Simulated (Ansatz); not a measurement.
# CdSb3O: the cost of one run

Program: Ansatz 0.2.0. Level of theory: DFT PBE, scalar-relativistic, plane waves, PAW. These are calculated values, not measurements.

## Step 1: The system as given

It takes space group P6/mmm (No. 191, hexagonal). Conventional cell: a = 5.663 Å, b = 5.663 Å, c = 5.076 Å, α = 90.00°, β = 90.00°, γ = 120.00°. Around Cd (site symmetry 6/mmm) lie 2 O at 2.54 Å. Around Sb (site symmetry mmm) lie 4 Sb at 2.83 Å and 2 O at 2.83 Å. O (site symmetry 6/mmm) is surrounded by 2 Cd at 2.54 Å and 6 Sb at 2.83 Å.

Structure file:

```
Cd Sb O
1.0
     5.66332    0.00000    0.00000
    -2.83166    4.90458    0.00000
     0.00000    0.00000    5.07579
Cd Sb O
1 3 1
Direct
  0.00000 0.00000 0.50000
  0.50000 0.00000 0.00000
  0.00000 0.50000 0.00000
  0.50000 0.50000 0.00000
  0.00000 0.00000 0.00000
```

The cell is invented: random cell by space group and Wyckoff sites (P6/mmm, No. 191). Its size is a rough estimate.

## Step 2: A first look at the guess

The input, input.yaml:

```yaml
crystal:
  lattice:
    - [5.66332134, 0.0, 0.0]
    - [-2.83166067, 4.90458015, 0.0]
    - [0.0, 0.0, 5.0757856]
  atoms:
    - { symbol: Cd, position: [0.0, 0.0, 0.5] }
    - { symbol: Sb, position: [0.5, 0.0, 0.0] }
    - { symbol: Sb, position: [0.0, 0.5, 0.0] }
    - { symbol: Sb, position: [0.5, 0.5, 0.0] }
    - { symbol: O, position: [0.0, 0.0, 0.0] }
basis:
  ecutwfc: 420
kpoints:
  mp_grid: { grid: [6, 6, 4] }
hamiltonian:
  xc: pbe
scf:
  occupations: { method: gaussian, width: 0.1 }
  lower_state_search: "off"
output:
  forces: true
  stress: true
  eigenvalues: true
```

On the command line:

```sh
> ansatz run input.yaml --threads 1 --pin off --max-ram 2560MiB --backend cpu --events-out ev --progress --plain --runs-dir out
```

Q: Estimate wall time and peak memory on 1 thread of Intel Xeon 6975P-C (Granite Rapids), shared host.

About 3.9 s, with a peak of 0.5 GiB.
